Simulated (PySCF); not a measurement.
# The bond of AlHg, level by level

One table from this session's results is given with a row withheld; the runs are named, their logs left out.

Method: Al def2-SVP, Hg def2-SVP with ECP60, scalar-relativistic core potentials; program: PySCF 2.14.0.

Set-up of the first run:

Settings of the job:

* atoms: Al, Hg
* charge: 0
* basis: Al def2-SVP, Hg def2-SVP with ECP60
* Hamiltonian: scalar-relativistic core potentials
* basis functions: 50
* electrons treated: 33
* masses in u: 26.9815, 201.9706
* levels: PBE0, PBE, r²SCAN, TPSSh, MN15, B3LYP, HF, MP2, SCS-MP2, CCSD, CCSD(T)
* grid: 80 radial by 434 angular points
* occupations: held fixed by the projection of orbital angular momentum
* dissociation limit: Al + Hg, each in its ground configuration
* starting distance in angstrom: 2.570
* values of 2S to try: 1, 3

Launch:

```bash
> OMP_NUM_THREADS=1 python dia.py task.json out
```

Steps of the session up to this table: Input; The PBE0 curve of the state that the search chose; Other states along the same grid; PBE; r²SCAN; TPSSh; MN15 (hybrid meta-GGA); B3LYP (global hybrid GGA); UHF (mean field); Correlated methods on the Hartree–Fock reference.

One table of the session follows, with a row left open; its other results are not shown here.

It belongs to the step «The curves together». Energy (eV) from each level's lowest point:

```
R (Å)    UHF  UHF-MP2  UHF-SCS-MP2  UHF-CCSD  UHF-CCSD(T)
2.478  0.638    0.213        0.286       n/a          n/a
2.593  0.439    0.095        0.150     0.164        0.123
2.708      ?        ?            ?         ?            ?
2.795  0.229    0.012        0.040     0.046        0.023
2.881  0.173    0.002        0.020     0.024        0.008
2.967  0.130    0.000        0.008     0.011        0.001
3.083  0.087    0.004        0.001     0.002        0.000
3.227  0.051    0.015        0.000     0.000        0.006
3.400  0.022    0.031        0.004     0.003        0.016
3.630  0.000    0.051        0.012       n/a          n/a
```

Q: Estimate the row for R (Å) = 2.708 from the others.

Worked estimate for «UHF». A straight line through the neighbours (2.593, 0.439) and (2.795, 0.229) gives 0.439 + (0.229 − 0.439) × (2.708 − 2.593) / (2.795 − 2.593) = 0.319; a parabola fitted to 4 rows on both sides gives 0.300.

The run gave: UHF: 0.303; UHF-MP2: 0.035; UHF-SCS-MP2: 0.074; UHF-CCSD: 0.083; UHF-CCSD(T): 0.052. In «UHF» the line misses by +0.016 and the parabola by -0.003.

Limits of these values: The bond is weak, and basis-set superposition, which was not computed, may be a sizeable part of it.
